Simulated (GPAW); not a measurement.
Write an ASE script for GPAW 26.7.0 that does the following.

- Task: relaxation of cell and atoms
- Functional: PBEsol
- Potentials or basis: PAW data sets generated in the run's folder for this functional
- Cutoff: 600 eV
- Basis: pw
- k mesh: 5 × 5 × 5
- Occupations: fermi-dirac, width 0.05 eV
- Spin: collinear spin, ferromagnetic start
- Starting moments: [0.0, 0.0, 0.0, 1.0] μB
- Maxiter: 150
- Optimizer: BFGS
- Fmax: 0.02 eV/Å
- Max steps: 60
- Convergence: density=1e-05 forces=0.0001

NiAu3:

```xyz
4
Lattice="4.0282 0.0000 0.0000 0.0000 4.0282 0.0000 0.0000 0.0000 4.0282" Properties=species:S:1:pos:R:3 pbc="T T T"
Au    2.0141    2.0141    0.0000
Au    0.0000    2.0141    2.0141
Au    2.0141    0.0000    2.0141
Ni    0.0000    0.0000    0.0000
```

The cell comes from a database or a generator and needn't be the stable form of this composition.

One way to write it, as run:

run.py

```python
from ase import Atoms
from ase.filters import FrechetCellFilter
from ase.io import write
from ase.optimize import BFGS
from gpaw import GPAW, PW, setup_paths

setup_paths.insert(0, '.')

atoms = Atoms(['Au', 'Au', 'Au', 'Ni'],
              cell=[[4.028168, 0.0, 0.0],
                    [0.0, 4.028168, 0.0],
                    [0.0, 0.0, 4.028168]],
              scaled_positions=[[0.5, 0.5, 0.0],
                                [0.0, 0.5, 0.5],
                                [0.5, 0.0, 0.5],
                                [0.0, 0.0, 0.0]],
              pbc=True)
atoms.set_initial_magnetic_moments([0.0, 0.0, 0.0, 1.0])

calc = GPAW(mode=PW(600),
            xc='PBEsol',
            kpts={'size': (5, 5, 5), 'gamma': True},
            occupations={'name': 'fermi-dirac', 'width': 0.05},
            nbands=45,
            convergence={'density': 1e-05, 'forces': 0.0001},
            maxiter=150,
            txt='gpaw.txt')
atoms.calc = calc
opt = BFGS(FrechetCellFilter(atoms), trajectory='relax.traj', logfile='-')
done = opt.run(fmax=0.02, steps=60)
calc.write('gs.gpw')
write('result.traj', atoms)
print('Converged:', done)
print('Cell:', atoms.cell.cellpar().round(4))
print('Volume:', round(atoms.get_volume(), 4))
print(atoms.get_scaled_positions().round(5))
```

Potentials or basis: PAW data sets generated in the run's folder for this functional, pw.

The run is started by

```bash
$ gpaw-setup -f PBEsol Au Ni
$ OMP_NUM_THREADS=1 python run.py
```

It gave:

| Quantity | Value |
| --- | --- |
| Relaxed volume | 15.64 Å³/atom |
| Relaxed cell | a = 3.970 Å, b = 3.970 Å, c = 3.970 Å, α = 90.00°, β = 90.00°, γ = 90.00° |
| Space group after relaxing (to 0.05 Å) | Pm-3m (No. 221) |
| Energy gained by relaxing | 16.5 meV/atom |
| Ionic steps | 4 |
| Pressure after relaxing | 0.0 GPa |
| Band gap on the k mesh | none (metal or under the smearing width) |
| Net moment | 0.00 μB per cell |

Caveat: with this Au data set, volumes or pressures lay over 1.5 % or 2 GPa off other programs in two to four cells of ten; each step starts from the last one's moments, so a moment once lost doesn't come back; the stock nickel data set gives pressures a few GPa off other programs; later steps reuse the first step's grids.

Run time: 2.8 min on 1 thread of Arm Neoverse V2, on a shared host, peak memory 0.24 GiB.
